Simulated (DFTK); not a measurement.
A run of DFTK 0.8.2 is set up as follows.

File run.jl:

```julia
using DFTK
using PseudoPotentialData
using Unitful, UnitfulAtomic
using LinearAlgebra, Printf
include("save.jl")
disable_threading()

# lattice vectors are the columns
lattice = austrip(1u"Å") * [           0.0       3.387167       3.387167;
                 3.387167            0.0       3.387167;
                 3.387167       3.387167            0.0]
symbols   = [:Ge, :Ge, :Ge, :Ga]
positions = [[0.5, 0.5, 0.5],
             [0.75, 0.75, 0.75],
             [0.25, 0.25, 0.25],
             [0.0, 0.0, 0.0]]
pseudopotentials = PseudoFamily("dojo.nc.sr.pbe.v0_4_1.standard.upf")
elements = Dict(s => ElementPsp(s, pseudopotentials) for s in unique(symbols))
atoms    = [elements[s] for s in symbols]

build_model(lattice, positions; symmetries=true) =
    model_DFT(lattice, atoms, positions;
              functionals=PBE(),
              temperature=austrip(0.05u"eV"),
              smearing=Smearing.FermiDirac(),
              symmetries)
Ecut  = 40.0  # hartree
kgrid = [7, 7, 7]
tol   = 1e-6
to_GPa = ustrip(uconvert(u"GPa", 1u"hartree/bohr^3"))

model = build_model(lattice, positions)
basis = PlaneWaveBasis(model; Ecut, kgrid)
display(basis)
scfres = self_consistent_field(basis;
                               tol,
                               nbandsalg=AdaptiveBands(model; n_bands_converge=35))
display(scfres.energies)
@printf "Fermi level: %.6f eV\n" ustrip(auconvert(u"eV", something(scfres.εF, NaN)))
forces = compute_forces_cart(scfres)
println("Forces (eV/Å)")
for (s, f) in zip(symbols, forces)
    @printf "%-3s %12.6f %12.6f %12.6f\n" s ustrip.(auconvert.(u"eV/Å", f))...
end
stress = compute_stresses_cart(scfres)
println("Stress (GPa)")
display(round.(stress * to_GPa; digits=4))
println("Levels at the first k-point (eV): ", round.(ustrip.(auconvert.(u"eV", scfres.eigenvalues[1])); digits=4))
save_scf!(scfres; forces, stress)
```

Potentials or basis: dojo.nc.sr.pbe.v0_4_1.standard.upf (PBE).

Launch:

```sh
$ julia --threads=1 run.jl  # save.jl only writes the numbers to a file and isn't shown; printed stress counts tension as positive; times include loading and compiling
```

Task: Estimate the pressure.

Result: -0.5 GPa.

Task: What does it give for the band gap on the k mesh?

Result: None (metal or under the smearing width).
